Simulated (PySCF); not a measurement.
# Cd³⁺: the SCF solver's settings

Aim: find out which solver settings change the answer for Cd³⁺.

The runs use PySCF 2.14.0; method and basis as typed in the scripts.

4 further runs of the same task are left out: 1 for a known fault of the program, 3 that didn't finish.

**1. The atom**

Cd³⁺: 1 atom, charge 3, spin multiplicity 2.

**2. The run that the others are compared with**

input.py

```python
from pyscf import gto, scf, mp

mol = gto.M(
    atom='Cd 0 0 0',
    basis='x2c-svpall',
    charge=3,
    spin=1,
    verbose=3,
)
mf = scf.UHF(mol)
mf = mf.sfx2c1e()
mf.kernel()
mp.MP2(mf, frozen=14).kernel()
mf.dip_moment()
print('orbital energies (hartree):', [e[max(0, n-3):n+3].round(4) for e, n in zip(mf.mo_energy, mol.nelec)])
```

The run is started by

```console
$ OMP_NUM_THREADS=1 python input.py
```

The log of this run is left out.

It gives: E(SCF) = -5588.709770 Eh, E(MP2) − E(SCF) = -0.35849 Eh, ⟨S²⟩ = 0.751.

**3. Damping 0.8**

Variant 1 changes damping: none → 0.8.

input.py

```python
from pyscf import gto, scf, mp

mol = gto.M(
    atom='Cd 0 0 0',
    basis='x2c-svpall',
    charge=3,
    spin=1,
    verbose=3,
)
mf = scf.UHF(mol)
mf = mf.sfx2c1e()
mf.damp = 0.8
mf.diis_start_cycle = 8
mf.kernel()
mp.MP2(mf, frozen=14).kernel()
mf.dip_moment()
print('orbital energies (hartree):', [e[max(0, n-3):n+3].round(4) for e, n in zip(mf.mo_energy, mol.nelec)])
```

The run is started by

```console
$ OMP_NUM_THREADS=1 python input.py
```

**4. Level shift 5 hartree**

Variant 2 changes level shift: none → 5 hartree.

input.py: that of step 2 with these lines changed.

```diff
@@ -11,2 +11,3 @@
 mf = mf.sfx2c1e()
+mf.level_shift = 5.0
 mf.kernel()
```

**5. Initial guess core**

Variant 3 changes initial guess: minao → core.

input.py: that of step 2 with these lines changed.

```diff
@@ -11,2 +11,3 @@
 mf = mf.sfx2c1e()
+mf.init_guess = 'core'
 mf.kernel()
```

**6. Point-group symmetry on**

Variant 4 changes point-group symmetry: off → on.

input.py: that of step 2 with these lines changed.

```diff
@@ -7,2 +7,3 @@
     spin=1,
+    symmetry=True,
     verbose=3,
```

**7. Convergence threshold 1e-16 hartree**

Variant 5 changes convergence threshold: default → 1e-16 hartree.

input.py: that of step 2 with these lines changed.

```diff
@@ -11,2 +11,3 @@
 mf = mf.sfx2c1e()
+mf.conv_tol = 1e-16
 mf.kernel()
```

**8. Smearing width 0.01 hartree**

Variant 6 changes smearing width: none → 0.01 hartree; step after the SCF: mp2 → none.

input.py: that of step 2 with these lines changed.

```diff
@@ -1,2 +1,2 @@
-from pyscf import gto, scf, mp
+from pyscf import gto, scf
 
@@ -11,4 +11,4 @@
 mf = mf.sfx2c1e()
+mf = scf.addons.smearing_(mf, sigma=0.01, method='fermi')
 mf.kernel()
-mp.MP2(mf, frozen=14).kernel()
 mf.dip_moment()
```

What does the calculation give? Wanted: for each run, E(SCF); from base; gap, α spin; after the SCF.

**Answer**, as computed:

| run | E(SCF) (hartree) | from base (eV) | gap, α spin (eV) | after the SCF |
| --- | --- | --- | --- | --- |
| base | -5588.709770 | 0 | 28.19 | MP2 correlation -9.755 eV, core frozen |
| damping 0.8 | -5588.709770 | 0.0000 | 28.19 | MP2 correlation -9.755 eV, core frozen |
| level shift 5 hartree | -5588.709769 | 0.0000 | 28.19 | MP2 correlation -9.755 eV, core frozen |
| initial guess core | -5588.709770 | 0.0000 | 28.19 | MP2 correlation -9.755 eV, core frozen |
| point-group symmetry on | -5588.705561 | +0.1145 | 28.19 | MP2 correlation -9.801 eV, core frozen |
| convergence threshold 1e-16 hartree | -5588.709774 | not comparable | 28.19 | MP2 correlation -9.755 eV, core frozen |
| smearing width 0.01 hartree | -5588.372849 | not comparable | n/a | n/a |

The SCF energy stays the same, to the digits that matter, with damping 0.8 or level shift 5 hartree or initial guess core. PySCF falls back to minao for a guess that it doesn't know or can't read, so that run repeats the base. With point-group symmetry on the SCF ends in another solution, 0.11 eV higher: the path to self-consistency decides the state here. Rows marked «poor choice» come from settings spoiled on purpose.
